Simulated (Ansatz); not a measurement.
# ZnAu: squeezing one contact

An exercise on one series of results from a longer session: the logs are not shown, and one member is left open.

Computed with Ansatz 0.2.0 (DFT, PBEsol, PAW with Ansatz's default frozen-core files, scalar-relativistic, unless a step's input says otherwise).

2 further runs of the same task are left out: 2 that didn't finish.

## The starting structure

It takes space group Pm-3m (No. 221, cubic). The conventional cell has a = 3.147 Å, b = 3.147 Å, c = 3.147 Å, α = 90.00°, β = 90.00°, γ = 90.00°. Zn (site symmetry m-3m) is surrounded by 8 Au at 2.73 Å. Au (site symmetry m-3m) has 8 Zn at 2.73 Å as nearest neighbours.

As a file:

```
CELL_PARAMETERS angstrom
3.14700 0.00000 0.00000
0.00000 3.14700 0.00000
0.00000 0.00000 3.14700
ATOMIC_POSITIONS crystal
Zn 0.50000 0.50000 0.50000
Au 0.00000 0.00000 0.00000
```

Atoms are numbered in the order of the input: Zn1, Au2.

The first run:

The input, input.yaml:

```yaml
crystal:
  lattice:
    - [3.147, 0.0, 0.0]
    - [0.0, 3.147, 0.0]
    - [0.0, 0.0, 3.147]
  atoms:
    - { symbol: Zn, position: [0.5, 0.5, 0.5] }
    - { symbol: Au, position: [0.0, 0.0, 0.0] }
kpoints:
  mp_grid: { grid: [10, 10, 10] }
scf:
  occupations: { method: fermi_dirac, width: 0.05 }
hamiltonian:
  xc: pbesol
  pseudopotentials: { kind: paw }
output:
  forces: true
  stress: true
  eigenvalues: true
  populations: true
  write_density: true
  write_potential: true
  elf: true
  volumetric_format: npy
```

Run with:

```
$ ansatz run input.yaml --threads 1 --pin off --max-ram 2048MiB --backend cpu --events-out ev --progress --plain --runs-dir out
```

Steps of the session up to this table: Shortest bond scaled by 1, PAW; Shortest bond scaled by 1.1, PAW; Shortest bond scaled by 0.82, PAW; Shortest bond scaled by 0.76, PAW; Shortest bond scaled by 0.7, PAW.

One of the session's tables, all rows but one given; the rest of the session is left out.

```
method  length (Å)  F from the given length (eV/cell)  force along the bond (eV/Å)  pressure (GPa)  largest force (eV/Å)
   PAW       1.908                                  ?                            ?               ?                     ?
   PAW       2.071                              1.532                        7.803           28.11                 7.803
   PAW       2.235                              0.632                        3.670           12.32                 3.670
   PAW       2.725                              0.000                        0.000           -2.54                 0.000
   PAW       2.998                              0.143                       -1.204            1.49                 1.204
```

Q: Estimate the row for PAW, 1.908 from the others.

As computed: F from the given length (eV/cell): 3.405; force along the bond (eV/Å): 16.036; pressure (GPa): 55.40; largest force (eV/Å): 16.036. In the column «F from the given length (eV/cell)» it is the highest.
